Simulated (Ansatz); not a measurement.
**CH3ClF2Ti: small, medium and large basis sets**

Aim: see how fast density functionals converge with the basis set for CH3ClF2Ti.

Computed with Ansatz 0.2.0, Gaussian basis. Level: one geometry, several basis sets.

Plan: PBE0-D4/def2-SVP; ωB97M-V/def2-SVP; PBE0-D4/def2-QZVPP; ωB97M-V/def2-QZVPP; the functionals' def2-TZVPP values are taken from earlier runs.

**1. The geometry**

The geometry comes from an earlier relaxation with PBE0-D4 in a triple-zeta def2 set; it is a stationary point, not always the lowest conformer.

SMILES `[CH3][Ti]([F])([F])[Cl]`, 8 atoms, charge 0, spin multiplicity 1.

Atoms are counted from 1 here; the program's logs count them from 0.

Bond lengths: C1–Ti2 2.030 Å, C1–H6 1.094 Å, C1–H7 1.093 Å, C1–H8 1.093 Å, Ti2–F3 1.745 Å, Ti2–F4 1.745 Å, Ti2–Cl5 2.189 Å. Angles: Ti2–C1–H6 108.1°, Ti2–C1–H7 109.2°, Ti2–C1–H8 109.2°, H6–C1–H7 110.1°, H6–C1–H8 110.1°, H7–C1–H8 110.1°, C1–Ti2–F3 105.2°, C1–Ti2–F4 105.2°, C1–Ti2–Cl5 105.7°, F3–Ti2–F4 112.7°, F3–Ti2–Cl5 113.4°, F4–Ti2–Cl5 113.4°.

**2. PBE0-D4 in def2-SVP**

Input file in.yaml:

```yaml
crystal:
  periodic: [false, false, false]
  atoms:
    - {symbol: C, position_ang: [-0.889919, -0.182738, 0.547363]}
    - {symbol: Ti, position_ang: [0.814047, 0.061592, -0.529189]}
    - {symbol: F, position_ang: [1.950674, -1.078199, 0.145678]}
    - {symbol: F, position_ang: [0.375150, -0.317574, -2.175425]}
    - {symbol: Cl, position_ang: [1.402123, 2.150324, -0.243873]}
    - {symbol: H, position_ang: [-1.220163, -1.219736, 0.431852]}
    - {symbol: H, position_ang: [-0.683983, 0.030148, 1.599733]}
    - {symbol: H, position_ang: [-1.655728, 0.499084, 0.168061]}
basis:
  gaussian: {orbitals: def2-SVP}
hamiltonian: {xc: pbe0, dispersion: d4}
output: {orbitals: {seedname: orbitals}}
```

The run is started by

```
> ansatz run in.yaml --threads 4 --pin off --events-out ev --progress --plain --max-ram 10444MiB
```

The runs that follow: ωB97M-V in def2-SVP; PBE0-D4 in def2-QZVPP; ωB97M-V in def2-QZVPP.

**Question.** What will the summary of the whole plan be? Wanted: PBE0-D4: double and triple zeta above quadruple; ωB97M-V: double and triple zeta above quadruple.

**Answer**, as computed:

| quantity | value |
| --- | --- |
| PBE0-D4: double and triple zeta above quadruple | 16.65, 1.16 eV |
| ωB97M-V: double and triple zeta above quadruple | 16.75, 1.09 eV |

PBE0-D4 gains 15.48 eV from double to triple zeta, then 1.16 eV more. These are total energies; as a rule much of such shifts cancels in differences, which this series doesn't test.
